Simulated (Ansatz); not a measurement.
# C3H9NS2W: up Jacob's ladder to CCSD(T)

An exercise on one series of results from a longer session: the logs are not shown, and one member is left open.

The runs use Ansatz 0.2.0, Gaussian basis; functionals in def2-TZVPP, the program's frozen cores in correlated methods.

Levels to be run: LDA (SPW92), PBE-D4, revPBE-D4, BLYP-D4, r2SCAN-D4, B97M-V, PBE0-D4, B3LYP-D4, r2SCANh-D4, r2SCAN0-D4, HSE06-D4, BHLYP-D4, CAM-B3LYP-D4, LC-ωPBE, ωB97X-V, ωB97M-V, B2PLYP, PBE-QIDH; CCSD(T)/def2-SVP; CCSD(T)/def2-TZVPP; MP2/def2-QZVPP; extrapolation to the limit; RPA on PBE.

1 further run of the same task is left out (it didn't finish).

### The geometry

An earlier PBE0-D4 in a triple-zeta def2 set relaxation fixed the geometry. W takes the def2 core potential; no spin-orbit term is included.

SMILES `C[N](C)[W]([CH3])(=[S])=[S]`, 16 atoms, charge 0, spin multiplicity 1.

Atoms are counted from 1 here; the program's logs count them from 0.

Bond lengths: C1–N2 1.453 Å, C1–H8 1.088 Å, C1–H9 1.096 Å, C1–H10 1.096 Å, N2–C3 1.453 Å, N2–W4 1.914 Å, C3–H11 1.088 Å, C3–H12 1.096 Å, C3–H13 1.096 Å, W4–C5 2.111 Å, W4–S6 2.131 Å, W4–S7 2.131 Å, C5–H14 1.093 Å, C5–H15 1.094 Å, C5–H16 1.094 Å. Angles: N2–C1–H8 110.9°, N2–C1–H9 109.8°, N2–C1–H10 110.2°, H8–C1–H9 108.9°, H8–C1–H10 108.8°, H9–C1–H10 108.2°, C1–N2–C3 112.1°, C1–N2–W4 123.9°, C3–N2–W4 123.8°, N2–C3–H11 110.9°, N2–C3–H12 109.8°, N2–C3–H13 110.2°, H11–C3–H12 108.9°, H11–C3–H13 108.8°, H12–C3–H13 108.2°, N2–W4–C5 104.0°, N2–W4–S6 113.1°, N2–W4–S7 113.1° and more.

Set-up of the first run:

in.yaml

```yaml
crystal:
  periodic: [false, false, false]
  atoms:
    - {symbol: C, position_ang: [1.109209, 0.586555, 1.456198]}
    - {symbol: N, position_ang: [0.708344, -0.084671, 0.231122]}
    - {symbol: C, position_ang: [1.303714, -1.404930, 0.110405]}
    - {symbol: W, position_ang: [-0.372919, 0.724883, -1.125413]}
    - {symbol: C, position_ang: [-2.341988, 0.173328, -0.603111]}
    - {symbol: S, position_ang: [-0.332890, 2.855017, -1.066821]}
    - {symbol: S, position_ang: [-0.036917, -0.095535, -3.063652]}
    - {symbol: H, position_ang: [0.659511, 1.575088, 1.521746]}
    - {symbol: H, position_ang: [0.794131, -0.005039, 2.323149]}
    - {symbol: H, position_ang: [2.199680, 0.692274, 1.491193]}
    - {symbol: H, position_ang: [0.996490, -1.885602, -0.816067]}
    - {symbol: H, position_ang: [0.992823, -2.030331, 0.954839]}
    - {symbol: H, position_ang: [2.397239, -1.330449, 0.123029]}
    - {symbol: H, position_ang: [-3.050854, 0.588369, -1.323670]}
    - {symbol: H, position_ang: [-2.438301, -0.916149, -0.604169]}
    - {symbol: H, position_ang: [-2.587263, 0.557191, 0.391223]}
basis:
  gaussian: {orbitals: def2-TZVPP}
hamiltonian: {xc: lda}
output: {orbitals: {seedname: orbitals}}
```

Run with:

```sh
$ ansatz run in.yaml --threads 2 --pin off --events-out ev --progress --plain --max-ram 22528MiB --backend cuda --devices 0, --max-vram 18GiB
```

Among the steps run: LDA; PBE-D4 (GGA); revPBE-D4 (GGA); BLYP-D4 (GGA); r2SCAN-D4 (meta-GGA); B97M-V (meta-GGA); PBE0-D4 (hybrid); B3LYP-D4 (hybrid); r2SCANh-D4 (hybrid); r2SCAN0-D4 (hybrid); HSE06-D4 (hybrid); BHLYP-D4 (hybrid); CAM-B3LYP-D4 (range-separated); LC-ωPBE (range-separated); ωB97X-V (range-separated); ωB97M-V (range-separated); B2PLYP (double hybrid); PBE-QIDH (double hybrid).

One of the session's tables, all rows but one given; the rest of the session is left out.

It belongs to the step «Orbital energies across the functionals». 

```
  functional  HOMO (eV)  LUMO (eV)  gap (eV)
 LDA (SPW92)      -5.96      -3.13      2.84
      PBE-D4      -5.82      -2.96      2.86
   revPBE-D4      -5.76      -2.90      2.86
     BLYP-D4      -5.63      -2.80      2.83
   r2SCAN-D4      -6.08      -2.92      3.16
      B97M-V      -6.15      -2.85      3.30
     PBE0-D4      -6.93      -2.26      4.67
    B3LYP-D4      -6.68      -2.41      4.27
  r2SCANh-D4      -6.48      -2.65      3.83
  r2SCAN0-D4      -7.09      -2.23      4.86
    HSE06-D4      -6.54      -2.63      3.91
    BHLYP-D4      -7.86      -1.36      6.51
CAM-B3LYP-D4          ?          ?         ?
     LC-ωPBE      -9.44      -0.22      9.21
     ωB97X-V      -9.10      -0.26      8.84
     ωB97M-V      -8.95      -0.28      8.67
```

Q: Estimate the row for CAM-B3LYP-D4 from the others.

**Answer.** HOMO (eV): -8.12; LUMO (eV): -1.20; gap (eV): 6.92. In the column «HOMO (eV)» it lies between ωB97M-V (-8.95) and BHLYP-D4 (-7.86).
